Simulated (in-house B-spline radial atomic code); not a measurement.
# In⁺: density, ELF and screening along the radius

How do the shells of In⁺ show in real space, and how much do the settings move them?

Program: in-house B-spline radial atomic code version 1. Level of theory: several methods, spin-polarised, as named in each step; spherical all-electron atom at the radial basis limit. These are calculated values, not measurements, unless marked.

### 1 The system

| Item | Value |
| --- | --- |
| element | indium (Z = 49) |
| charge | +1 |
| electrons | 48 |
| configuration | [Kr] 4d10 5s2 |
| nucleus | point (non-relativistic runs) or finite (X2C runs) |

The outer shells:

[Kr] 4d10 5s2
```
[Kr] core
4d [↑↓][↑↓][↑↓][↑↓][↑↓]
5s [↑↓]
```

Where spins are not typed, each open shell is filled with up spins first.

### 2 LDA (VWN5), non-rel.

Input settings:

```ini
Z = 49
electrons = 48.0
configuration = [Kr] 4d10 5s2
hamiltonian = nr
method = lda,vwn
spin_polarised = True
```

Launch:

```console
$ python run_scf.py task.json out
```

One command runs all members of the session, one after another, from task.json.

From the run's result record (rounded, not every field):

```text
status: converged
scf [iteration, energy, orbital gradient]:
  - [1, -5733.0506384, 0.483]
  - [2, -5732.68517237, 0.364]
  - [3, -5737.09319099, 0.0217]
  - [4, -5737.10010208, 0.0079]
  - [5, -5737.10139333, 0.00148]
  - [6, -5737.10144525, 0.000674]
  - [7, -5737.10145972, 0.000195]
  - [8, -5737.10146101, 4.76e-06]
  - [9, -5737.10146101, 9.29e-08]
energy [hartree]: {"total": -5737.10146101, "kinetic": 5733.75362139, "nuclear": -13641.3171874, "coulomb": 2321.09628009, "xc": -150.634175106}
orbitals [hartree, bohr; up spins, the down spins are equal]:
  - ["name", "occ", "eps", "<r>", "<r^2>", "<1/r>", "r_max", "density_at_nucleus", "spin_orbit_zeta"]
  - ["1s up", 1.0, -983.9249, 0.031079, 0.0012919, 48.432, 0.020576, 36583.0, "-"]
  - ["2s up", 1.0, -144.3543, 0.13444, 0.021229, 11.05, 0.11408, 3796.9, "-"]
  - ["2p up", 3.0, -134.905, 0.11467, 0.015993, 11.063, 0.089272, "-", 4.7455]
  - ["3s up", 1.0, -27.496401, 0.36232, 0.14989, 3.9641, 0.3283, 721.6, "-"]
  - ["3p up", 3.0, -23.621599, 0.35338, 0.14475, 3.888, 0.31459, "-", 0.84909]
  - ["3d up", 5.0, -16.415573, 0.32455, 0.12504, 3.7456, 0.25839, "-", 0.11346]
  - ["4s up", 1.0, -4.3384707, 0.87847, 0.87436, 1.5661, 0.79586, 143.25, "-"]
  - ["4p up", 3.0, -3.0716989, 0.93498, 1.001, 1.4533, 0.82661, "-", 0.14943]
  - ["4d up", 5.0, -1.0054369, 1.1684, 1.6353, 1.1489, 0.9255, "-", 0.012779]
  - ["5s up", 1.0, -0.53630192, 2.5587, 7.4245, 0.49889, 2.1885, 14.204, "-"]
sum_r [bohr^k]: {"-1": 278.3942, "1": 31.27714, "2": 41.51664}
density_at_nucleus [bohr^-3]: 82518.29
spin_density_at_nucleus [bohr^-3]: 0.0
mass_velocity [hartree]: -467.1076
darwin [hartree]: 338.2181
radius_at_0.001 [bohr]: 4.052
radius_enclosing_fraction [bohr]: {"0.5": 0.4037, "0.9": 1.45, "0.99": 3.178}
slater [hartree]:
  F0(4d up,4d up): 0.77752
  F2(4d up,4d up): 0.38594
  F4(4d up,4d up): 0.25247
  F0(4d up,4d down): 0.77752
  F2(4d up,4d down): 0.38594
  F4(4d up,4d down): 0.25247
  F0(4d up,5s up): 0.43513
  G2(4d up,5s up): 0.056453
  F0(4d up,5s down): 0.43513
  F0(4d down,4d down): 0.77752
  F2(4d down,4d down): 0.38594
  F4(4d down,4d down): 0.25247
  F0(4d down,5s up): 0.43513
  F0(4d down,5s down): 0.43513
  G2(4d down,5s down): 0.056453
  F0(5s up,5s up): 0.35245
  F0(5s up,5s down): 0.35245
  F0(5s down,5s down): 0.35245
```

Run time: 0.21 s. Hardware: 1 thread, shared host.

radius_at_0.001 is where the density falls to 0.001 electrons per bohr³.

The record's radial tables, every 2nd point:

| r (bohr) | 4πr²n (1/bohr) | ELF | screened charge r·V (e) | reduced gradient s |
| --- | --- | --- | --- | --- |
| 0.00524 | 17.05 | 0.9989 | 47.56 | 0.4302 |
| 0.00802 | 30.46 | 0.9977 | 46.83 | 0.4687 |
| 0.0123 | 47.36 | 0.9927 | 45.76 | 0.5314 |
| 0.0188 | 59.90 | 0.9620 | 44.27 | 0.6267 |
| 0.0287 | 59.15 | 0.7296 | 42.24 | 0.7183 |
| 0.0439 | 53.51 | 0.3227 | 39.50 | 0.5503 |
| 0.0672 | 66.87 | 0.5371 | 35.86 | 0.2804 |
| 0.103 | 78.41 | 0.7434 | 31.29 | 0.4181 |
| 0.157 | 58.54 | 0.3741 | 26.11 | 0.4812 |
| 0.241 | 62.35 | 0.5776 | 20.23 | 0.2278 |
| 0.369 | 49.55 | 0.7272 | 14.59 | 0.5558 |
| 0.564 | 19.41 | 0.1827 | 9.869 | 0.4678 |
| 0.863 | 21.79 | 0.7577 | 5.495 | 0.3324 |
| 1.32 | 10.42 | 0.5611 | 2.676 | 0.7637 |
| 2.02 | 2.737 | 0.2456 | 1.499 | 1.066 |
| 3.09 | 0.7270 | 0.5088 | 1.088 | 1.646 |
| 4.73 | 0.07589 | 0.7677 | 1.005 | 4.892 |
| 7.24 | 0.001131 | 0.6251 | 1.000 | 27.70 |

### 3 PBE, non-rel.

Input settings:

```ini
Z = 49
electrons = 48.0
configuration = [Kr] 4d10 5s2
hamiltonian = nr
method = pbe,pbe
spin_polarised = True
```

Result record:

```text
status: converged
iterations: 9
energy [hartree]: {"total": -5741.88989756, "kinetic": 5739.59497776, "nuclear": -13647.620782, "coulomb": 2321.62491327, "xc": -155.489006632}
orbitals [hartree, bohr; up spins, the down spins are equal]:
  - ["name", "occ", "eps", "<r>"]
  - ["1s up", 1.0, -985.05238, 0.031052]
  - ["2s up", 1.0, -144.48037, 0.13433]
  - ["2p up", 3.0, -134.94626, 0.11462]
  - ["3s up", 1.0, -27.53344, 0.36166]
  - ["3p up", 3.0, -23.631191, 0.35292]
  - ["3d up", 5.0, -16.402667, 0.32432]
  - ["4s up", 1.0, -4.3444202, 0.87862]
  - ["4p up", 3.0, -3.0715057, 0.93517]
  - ["4d up", 5.0, -0.99854932, 1.1664]
  - ["5s up", 1.0, -0.52295525, 2.5787]
sum_r [bohr^k]: {"-1": 278.5229, "1": 31.2916, "2": 41.68856}
```

It took 0.11 s on 1 thread, shared host.

Fields along the radius, from the same record (one point in 4):

| r (bohr) | 4πr²n (1/bohr) | ELF | screened charge r·V (e) | reduced gradient s |
| --- | --- | --- | --- | --- |
| 0.00525 | 17.13 | 0.9989 | 47.56 | 0.4303 |
| 0.0123 | 47.44 | 0.9927 | 45.76 | 0.5316 |
| 0.0288 | 59.10 | 0.7253 | 42.22 | 0.7192 |
| 0.0675 | 67.13 | 0.5421 | 35.81 | 0.2795 |
| 0.158 | 58.22 | 0.3681 | 26.03 | 0.4780 |
| 0.371 | 49.09 | 0.7242 | 14.53 | 0.5631 |
| 0.868 | 21.84 | 0.7610 | 5.438 | 0.3351 |
| 2.03 | 2.661 | 0.2398 | 1.497 | 1.074 |
| 4.77 | 0.07642 | 0.7996 | 1.005 | 4.772 |

### 4 Hartree-Fock, non-rel.

Input settings:

```ini
Z = 49
electrons = 48.0
configuration = [Kr] 4d10 5s2
hamiltonian = nr
method = hf
spin_polarised = True
```

Result record:

```text
status: converged
iterations: 11
energy [hartree]: {"total": -5739.9783922, "kinetic": 5739.9783903, "nuclear": -13647.8973721, "coulomb": 2321.60254237, "exact_exchange": -153.661952733}
orbitals [hartree, bohr; up spins, the down spins are equal]:
  - ["name", "occ", "eps", "<r>"]
  - ["1s up", 1.0, -998.07118, 0.031048]
  - ["2s up", 1.0, -149.66519, 0.13412]
  - ["2p up", 3.0, -139.4415, 0.11469]
  - ["3s up", 1.0, -29.894173, 0.35948]
  - ["3p up", 3.0, -25.643234, 0.35137]
  - ["3d up", 5.0, -17.858802, 0.32324]
  - ["4s up", 1.0, -5.2462967, 0.8812]
  - ["4p up", 3.0, -3.7757517, 0.94003]
  - ["4d up", 5.0, -1.3319093, 1.1541]
  - ["5s up", 1.0, -0.60705584, 2.6868]
sum_r [bohr^k]: {"-1": 278.5285, "1": 31.39551, "2": 42.53163}
```

Wall time 0.17 s (1 thread, shared host).

Fields along the radius, from the same record (one point in 4):

| r (bohr) | 4πr²n (1/bohr) | ELF | screened charge r·V (e) | reduced gradient s |
| --- | --- | --- | --- | --- |
| 0.00530 | 17.38 | 0.9989 | 47.54 | 0.4307 |
| 0.0125 | 48.08 | 0.9924 | 45.71 | 0.5343 |
| 0.0293 | 58.80 | 0.7064 | 42.12 | 0.7209 |
| 0.0689 | 68.20 | 0.5629 | 35.61 | 0.2781 |
| 0.162 | 57.22 | 0.3482 | 25.70 | 0.4609 |
| 0.381 | 46.61 | 0.7058 | 14.21 | 0.5953 |
| 0.896 | 21.67 | 0.7724 | 5.154 | 0.3582 |
| 2.11 | 2.227 | 0.2024 | 1.465 | 1.130 |
| 4.95 | 0.07514 | 0.9471 | 1.005 | 4.704 |

### 5 r2SCAN, non-rel.

Settings: those of step 4 with these lines changed.

```diff
@@ -4,3 +4,3 @@
 hamiltonian = nr
-method = hf
+method = r2scan
 spin_polarised = True
```

Result record:

```text
status: converged
iterations: 10
energy [hartree]: {"total": -5742.40928299, "kinetic": 5740.13433697, "nuclear": -13648.1667697, "coulomb": 2321.66569374, "xc": -156.042543994}
orbitals [hartree, bohr; up spins, the down spins are equal]:
  - ["name", "occ", "eps", "<r>"]
  - ["1s up", 1.0, -986.87643, 0.031058]
  - ["2s up", 1.0, -145.29243, 0.13427]
  - ["2p up", 3.0, -135.58371, 0.11465]
  - ["3s up", 1.0, -27.899148, 0.36077]
  - ["3p up", 3.0, -23.90741, 0.3524]
  - ["3d up", 5.0, -16.546379, 0.32432]
  - ["4s up", 1.0, -4.4688315, 0.88042]
  - ["4p up", 3.0, -3.1580881, 0.93688]
  - ["4d up", 5.0, -1.0230553, 1.164]
  - ["5s up", 1.0, -0.52953079, 2.5816]
sum_r [bohr^k]: {"-1": 278.534, "1": 31.28256, "2": 41.63508}
```

It took 0.2 s on 1 thread, shared host.

Meta-GGA runs start from a PBE run whose iterations are not counted.

Fields along the radius, from the same record (one point in 4):

| r (bohr) | 4πr²n (1/bohr) | ELF | screened charge r·V (e) | reduced gradient s |
| --- | --- | --- | --- | --- |
| 0.00525 | 17.13 | 0.9989 | 47.56 | 0.4301 |
| 0.0123 | 47.45 | 0.9927 | 45.76 | 0.5314 |
| 0.0288 | 59.12 | 0.7257 | 42.22 | 0.7194 |
| 0.0675 | 67.14 | 0.5425 | 35.81 | 0.2788 |
| 0.158 | 58.13 | 0.3670 | 26.03 | 0.4797 |
| 0.371 | 49.16 | 0.7259 | 14.53 | 0.5636 |
| 0.869 | 21.92 | 0.7628 | 5.423 | 0.3344 |
| 2.04 | 2.589 | 0.2322 | 1.490 | 1.081 |
| 4.77 | 0.07497 | 0.8018 | 1.005 | 4.930 |

### 6 The runs side by side

| run | total energy (hartree) | highest level (eV) | radius holding 50 / 90 / 99 % (bohr) | radius at n = 0.001 (bohr) | ELF minima on the full grid (bohr) |
| --- | --- | --- | --- | --- | --- |
| LDA (VWN5), non-rel. | -5737.1015 | -14.594 | 0.404 / 1.45 / 3.18 | 4.05 | 0.044, 0.20, 0.56, 2.0 |
| PBE, non-rel. | -5741.8899 | -14.230 | 0.403 / 1.45 / 3.20 | 4.07 | 0.044, 0.20, 0.57, 2.0 |
| Hartree-Fock, non-rel. | -5739.9784 | -16.519 | 0.403 / 1.44 / 3.31 | 4.16 | 0.045, 0.16, 0.58, 2.1 |
| r2SCAN, non-rel. | -5742.4093 | -14.409 | 0.403 / 1.45 / 3.20 | 4.07 | 0.044, 0.20, 0.57, 2.0 |

In the first run ELF has 4 minima on the grid, which mark the borders between shells. On the record's full grid the screened charge (r times the electrostatic potential) falls from 48.9 near the nucleus to 1.00 at 9.0 bohr; far out it tends to the net charge, 1. The radius that holds 99 % of the electrons runs from 3.18 bohr (LDA (VWN5), non-rel.) to 3.31 bohr (Hartree-Fock, non-rel.). The grid is coarse (about 24 % a step), so the places of minima are rough.

Members of this set that are not shown: 1 used exact exchange with fractional occupations of an open shell, which is unsound here.
